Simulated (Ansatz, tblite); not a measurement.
**The cluster Zr₂H₂O₅: a ladder of methods and basis sets**

How do method and basis change the picture of the cluster Zr₂H₂O₅ (singlet)?

Program: Ansatz 0.2.0, Gaussian basis. Level of theory: as each input shows. These are calculated values, not measurements.

Plan: GFN1-xTB, GFN2-xTB, PBE-D4/def2-TZVP, r2SCAN-D4/def2-TZVP, LDA/def2-TZVP, r2SCANh-D4/def2-TZVP, CAM-B3LYP-D4/def2-TZVP, PBE-D4/def2-SVP, PBE0-D4/def2-SVP, PBE0-D4/def2-TZVPD, PBE-D4/def2-TZVPD, LDA/def2-TZVPD, CCSD(T)/def2-SVP, MP2/def2-TZVP, RPA/def2-TZVP.

3 further runs of the same task are left out: 3 set aside as unsound or not needed.

### 1 The geometry

The singlet was relaxed beforehand with B3LYP-D4/def2-SVP. At that level it is the lowest of the isomers that a small search found.

9 atoms, charge 0, spin multiplicity 1.

Bond lengths: Zr1–O3 2.169 Å, Zr1–O4 2.169 Å, Zr1–O5 1.986 Å, Zr1–O6 1.771 Å, Zr2–O3 1.864 Å, Zr2–O4 1.864 Å, Zr2–O7 1.944 Å, O5–H9 0.962 Å, O7–H8 0.962 Å. Angles: O3–Zr1–O4 74.0°, O3–Zr1–O5 117.1°, O3–Zr1–O6 113.0°, O4–Zr1–O5 117.2°, O4–Zr1–O6 113.0°, O5–Zr1–O6 115.9°, O3–Zr2–O4 88.9°, O3–Zr2–O7 115.2°, O4–Zr2–O7 115.2°, Zr1–O3–Zr2 98.6°, Zr1–O4–Zr2 98.6°, Zr1–O5–H9 139.2°, Zr2–O7–H8 153.0°.

Zr takes a core potential in the def2 sets. No spin-orbit coupling is included.

PBE0-D4/def2-TZVP was run before; its log isn't repeated, and its numbers join the tables.

### 2 GFN1-xTB

Tight binding, by tblite at 300 K electronic temperature and without a spin-polarisation term:

```python
tblite.interface.Calculator('GFN1-xTB', numbers, positions, charge=0, uhf=0).singlepoint()
```

Energy -751.0364 eV, HOMO -10.99 eV, LUMO -9.03 eV; 0.006 s.

### 3 GFN2-xTB

Tight binding, by tblite at 300 K electronic temperature and without a spin-polarisation term:

```python
tblite.interface.Calculator('GFN2-xTB', numbers, positions, charge=0, uhf=0).singlepoint()
```

Energy -669.6189 eV, HOMO -9.81 eV, LUMO -8.37 eV; 0.005 s.

### 4 PBE-D4/def2-TZVP

start.molden holds the orbitals of an earlier run on this state, given as this run's starting guess.

in.yaml

```yaml
crystal:
  periodic: [false, false, false]
  atoms:
    - {symbol: Zr, position_ang: [0.199123, -1.219531, -0.080428]}
    - {symbol: Zr, position_ang: [0.193235, 1.839012, -0.236011]}
    - {symbol: O, position_ang: [-0.545986, 0.454287, -1.240556]}
    - {symbol: O, position_ang: [0.988881, 0.564565, 0.866656]}
    - {symbol: O, position_ang: [1.501788, -2.427550, -0.967950]}
    - {symbol: O, position_ang: [-1.060827, -2.012344, 0.878731]}
    - {symbol: O, position_ang: [-1.093654, 3.003439, 0.640730]}
    - {symbol: H, position_ang: [-1.863343, 3.167338, 1.193506]}
    - {symbol: H, position_ang: [1.680783, -3.369215, -1.054678]}
basis:
  gaussian: {orbitals: def2-TZVP, initial_orbitals: start.molden}
hamiltonian: {xc: pbe, dispersion: d4}
scf: {omitted_lower_state_checks: [starts]}
output: {orbitals: {seedname: orbitals}}
```

Started as:

```console
$ ansatz run in.yaml --threads 4 --pin off --events-out ev --progress --plain --max-ram 4787MiB
```

The runs that follow: r2SCAN-D4/def2-TZVP; LDA/def2-TZVP; r2SCANh-D4/def2-TZVP; CAM-B3LYP-D4/def2-TZVP; PBE-D4/def2-SVP; PBE0-D4/def2-SVP; PBE0-D4/def2-TZVPD; PBE-D4/def2-TZVPD; LDA/def2-TZVPD; CCSD(T)/def2-SVP; MP2/def2-TZVP; RPA/def2-TZVP.

**Question.** What will the summary of the whole plan be? Wanted: gap in def2-TZVP, named functionals, smallest and largest; correlation energy, CCSD(T)/def2-SVP; correlation energy, MP2/def2-TZVP; binding an atom, CCSD(T)/def2-SVP; PBE0 total energy, smallest basis above largest.

**Answer**, as computed:

| quantity | value |
| --- | --- |
| gap in def2-TZVP, named functionals, smallest and largest | 1.97 eV (PBE-D4), 6.12 eV (CAM-B3LYP-D4) |
| correlation energy, CCSD(T)/def2-SVP | -40.72 eV |
| correlation energy, MP2/def2-TZVP | -50.27 eV |
| binding an atom, CCSD(T)/def2-SVP | 4.975 eV |
| PBE0 total energy, smallest basis above largest | 12.98 eV (def2-SVP, def2-TZVPD) |

Over the named functionals in def2-TZVP the gap runs from 1.97 eV (PBE-D4) to 6.12 eV (CAM-B3LYP-D4); exact exchange widens it. The functionals in def2-TZVP miss CCSD(T)/def2-SVP by +0.161 (PBE0-D4) to +1.178 eV (LDA) an atom. The yardstick is in a double-zeta basis, so levels in larger sets aren't compared like for like. The reference is CCSD(T) in one finite basis, so it carries an error of its own, often a tenth of an eV or more, and near misses can't be ranked.
